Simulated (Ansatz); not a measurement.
Relaxation of a periodic cell of 17 atoms, CuSi₁₆ (host Si, host structure diamond, interstitial Cu), to a largest force component of 0.03 eV/Å in at most 60 steps.

The calculation used DFT PBE, scalar-relativistic, plane waves, PAW in Ansatz 0.2.0. Settings: cutoff 420 eV, k mesh 2x2x2, gaussian smearing 0.02 eV, spin collinear.

```xyz
17
Lattice="0.0000 5.4300 5.4300 5.4300 0.0000 5.4300 5.4300 5.4300 0.0000" Properties=species:S:1:pos:R:3
Si 0.000 0.000 0.000
Si 1.357 1.357 1.357
Si 2.715 2.715 0.000
Si 4.072 4.072 1.357
Si 2.715 0.000 2.715
Si 4.072 1.357 4.072
Si 5.430 2.715 2.715
Si 6.787 4.072 4.072
Si 0.000 2.715 2.715
Si 1.357 4.072 4.072
Si 2.715 5.430 2.715
Si 4.072 6.787 4.072
Si 2.715 2.715 5.430
Si 4.072 4.072 6.787
Si 5.430 5.430 5.430
Si 6.787 6.787 6.787
Cu 7.450 7.436 8.807
```

Task: Where does it end, and by what steps?

Result: It converged. Limits of this set-up: coarse k mesh, a small cell, in which the defect meets its images, a typed lattice constant that wasn't relaxed here. After 4 steps the energy has fallen by 0.493 eV; Si4 moved furthest, 0.21 Å.

```json
{"step": "0", "energy less start (eV)": "0.0000", "largest force component (eV/Å)": "1.806", "accepted": "yes"}
{"step": "1", "energy less start (eV)": "-0.3765", "largest force component (eV/Å)": "0.736", "accepted": "yes"}
{"step": "2", "energy less start (eV)": "-0.4863", "largest force component (eV/Å)": "0.080", "accepted": "yes"}
{"step": "3", "energy less start (eV)": "-0.4926", "largest force component (eV/Å)": "0.047", "accepted": "yes"}
{"step": "4", "energy less start (eV)": "-0.4935", "largest force component (eV/Å)": "0.013", "accepted": "yes"}
```

```xyz
17
Lattice="0.0000 5.4300 5.4300 5.4300 0.0000 5.4300 5.4300 5.4300 0.0000" Properties=species:S:1:pos:R:3
Si 0.110 0.109 -0.112
Si 1.397 1.396 1.368
Si 2.772 2.771 0.075
Si 4.196 4.195 1.232
Si 2.675 0.009 2.753
Si 4.060 1.396 4.031
Si 5.353 2.771 2.656
Si 6.731 4.145 4.127
Si 0.010 2.675 2.753
Si 1.397 4.059 4.031
Si 2.772 5.352 2.656
Si 4.146 6.730 4.127
Si 2.675 2.674 5.418
Si 3.964 3.963 6.894
Si 5.308 5.307 5.550
Si 6.731 6.730 6.712
Cu 7.453 7.452 8.835
```

Whether the end is a true minimum wasn't checked by a vibrational analysis.

The run took 78 s on 2 threads of Intel(R) Xeon(R) Platinum 8488C (Sapphire Rapids) (shared host), peak memory 0.85 GiB.
